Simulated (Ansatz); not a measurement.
# C2H8OSi: the cost of one run

Method: RKS PBE0/6-31G, in Ansatz 0.2.0.

## 1. The starting structure

Bond lengths: Si1–C2 1.870 Å, C2–H3 1.110 Å, C2–H4 1.110 Å, C2–H5 1.110 Å, Si1–H6 1.460 Å, Si1–O7 1.679 Å, O7–C8 1.420 Å, C8–H9 1.110 Å, C8–H10 1.110 Å, C8–H11 1.110 Å, Si1–H12 1.459 Å. Angles (14 of 19 angles, heavy atoms first): C2–Si1–O7 109.5°, Si1–O7–C8 125.0°, Si1–C2–H3 109.5°, Si1–C2–H4 109.5°, Si1–C2–H5 109.5°, C2–Si1–H6 109.5°, C2–Si1–H12 109.5°, H6–Si1–O7 109.5°, O7–Si1–H12 109.5°, O7–C8–H9 109.5°, O7–C8–H10 109.5°, O7–C8–H11 109.5°, H3–C2–H4 109.4°, H3–C2–H5 109.4°.

Coordinates:

```xyz
12

Si    0.0000    0.0000    0.0000
C     0.0000    0.0000    1.8700
H    -0.9996   -0.3092    2.2405
H     0.7676   -0.7111    2.2405
H     0.2320    1.0203    2.2405
H     1.3768    0.0000   -0.4862
O    -0.7913    1.3709   -0.5594
C    -2.1512    1.4177   -0.9653
H    -2.7687    0.8215   -0.2614
H    -2.5023    2.4707   -0.9639
H    -2.2473    0.9975   -1.9882
H    -0.6877   -1.1914   -0.4862
```

## 2. Relaxing the start

The input, input.yaml:

```yaml
crystal:
  periodic: [false, false, false]
  atoms:
    - { symbol: Si, position_ang: [0.0, 0.0, 0.0] }
    - { symbol: C, position_ang: [0.0, 0.0, 1.87] }
    - { symbol: H, position_ang: [-0.9996, -0.3092, 2.2405] }
    - { symbol: H, position_ang: [0.7676, -0.7111, 2.2405] }
    - { symbol: H, position_ang: [0.232, 1.0203, 2.2405] }
    - { symbol: H, position_ang: [1.3768, 0.0, -0.4862] }
    - { symbol: O, position_ang: [-0.7913, 1.3709, -0.5594] }
    - { symbol: C, position_ang: [-2.1512, 1.4177, -0.9653] }
    - { symbol: H, position_ang: [-2.7687, 0.8215, -0.2614] }
    - { symbol: H, position_ang: [-2.5023, 2.4707, -0.9639] }
    - { symbol: H, position_ang: [-2.2473, 0.9975, -1.9882] }
    - { symbol: H, position_ang: [-0.6877, -1.1914, -0.4862] }
basis:
  gaussian: { orbitals: "6-31G" }
hamiltonian:
  xc: pbe0
relax:
  f_tol: 0.02
  max_steps: 40
```

On the command line:

```
$ ansatz run input.yaml --threads 1 --pin off --max-ram 2048MiB --backend cpu --events-out ev --progress --plain --runs-dir out
```

**Question.** How long does this run take on 1 thread of Arm Neoverse V1, shared host, and how much memory does it need?

About 46 s, with a peak of 0.13 GiB.
